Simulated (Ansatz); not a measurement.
# Br2H4HfN2: small, medium and large basis sets

One table from this session's results is given with a row withheld; the runs are named, their logs left out.

Computed with Ansatz 0.2.0, Gaussian basis. Level: one geometry, several basis sets.

The runs, in order: PBE0-D4/def2-SVP; ωB97M-V/def2-SVP; PBE0-D4/def2-QZVPP; ωB97M-V/def2-QZVPP; the functionals' def2-TZVPP values are taken from earlier runs.

### The geometry

All runs share one geometry, relaxed beforehand with PBE0-D4 in a triple-zeta def2 set. Hf takes the def2 core potential; no spin-orbit term is included.

9 atoms, charge 0, spin multiplicity 1.

Atoms are counted from 1 here; the program's logs count them from 0.

Bond lengths: N1–Hf2 2.004 Å, N1–H6 1.011 Å, N1–H7 1.011 Å, Hf2–N3 2.008 Å, Hf2–Br4 2.518 Å, Hf2–Br5 2.518 Å, N3–H8 1.009 Å, N3–H9 1.012 Å. Angles: Hf2–N1–H6 125.3°, Hf2–N1–H7 125.3°, H6–N1–H7 109.1°, N1–Hf2–N3 104.9°, N1–Hf2–Br4 109.9°, N1–Hf2–Br5 109.9°, N3–Hf2–Br4 109.0°, N3–Hf2–Br5 109.0°, Br4–Hf2–Br5 113.7°, Hf2–N3–H8 126.1°, Hf2–N3–H9 124.8°, H8–N3–H9 109.2°.

As a file:

```
N     1.3910    0.9130   -0.2789
Hf   -0.5026    0.2600   -0.3358
N    -0.5273   -1.3569    0.8541
Br   -1.1005   -0.4372   -2.6805
Br   -2.0426    2.0065    0.6229
H     2.1162    0.6603   -0.9370
H     1.7494    1.6136    0.3561
H     0.2608   -1.7358    1.3584
H    -1.3444   -1.9234    1.0406
```

The first run:

in.yaml

```yaml
crystal:
  periodic: [false, false, false]
  atoms:
    - {symbol: N, position_ang: [1.390992, 0.912973, -0.278889]}
    - {symbol: Hf, position_ang: [-0.502550, 0.260036, -0.335801]}
    - {symbol: N, position_ang: [-0.527326, -1.356925, 0.854140]}
    - {symbol: Br, position_ang: [-1.100528, -0.437233, -2.680459]}
    - {symbol: Br, position_ang: [-2.042607, 2.006525, 0.622890]}
    - {symbol: H, position_ang: [2.116168, 0.660260, -0.937011]}
    - {symbol: H, position_ang: [1.749436, 1.613649, 0.356120]}
    - {symbol: H, position_ang: [0.260826, -1.735847, 1.358414]}
    - {symbol: H, position_ang: [-1.344411, -1.923428, 1.040598]}
basis:
  gaussian: {orbitals: def2-SVP}
hamiltonian: {xc: pbe0, dispersion: d4}
output: {orbitals: {seedname: orbitals}}
```

On the command line:

```bash
$ ansatz run in.yaml --threads 4 --pin off --events-out ev --progress --plain --max-ram 11315MiB
```

Among the steps run: PBE0-D4 in def2-SVP; ωB97M-V in def2-SVP; PBE0-D4 in def2-QZVPP; ωB97M-V in def2-QZVPP.

One of the session's tables, all rows but one given; the rest of the session is left out.

It belongs to the step «Density functionals: the series». 

```
functional       basis  HOMO (eV)
   PBE0-D4    def2-SVP      -7.64
   PBE0-D4  def2-TZVPP      -7.72
   PBE0-D4  def2-QZVPP      -7.75
   ωB97M-V    def2-SVP      -9.88
   ωB97M-V  def2-TZVPP          ?
   ωB97M-V  def2-QZVPP     -10.01
```

**Question.** Estimate the row for ωB97M-V, def2-TZVPP.

**Answer.** HOMO (eV): -9.97. In the column «HOMO (eV)» it lies between ωB97M-V, def2-QZVPP (-10.01) and ωB97M-V, def2-SVP (-9.88).
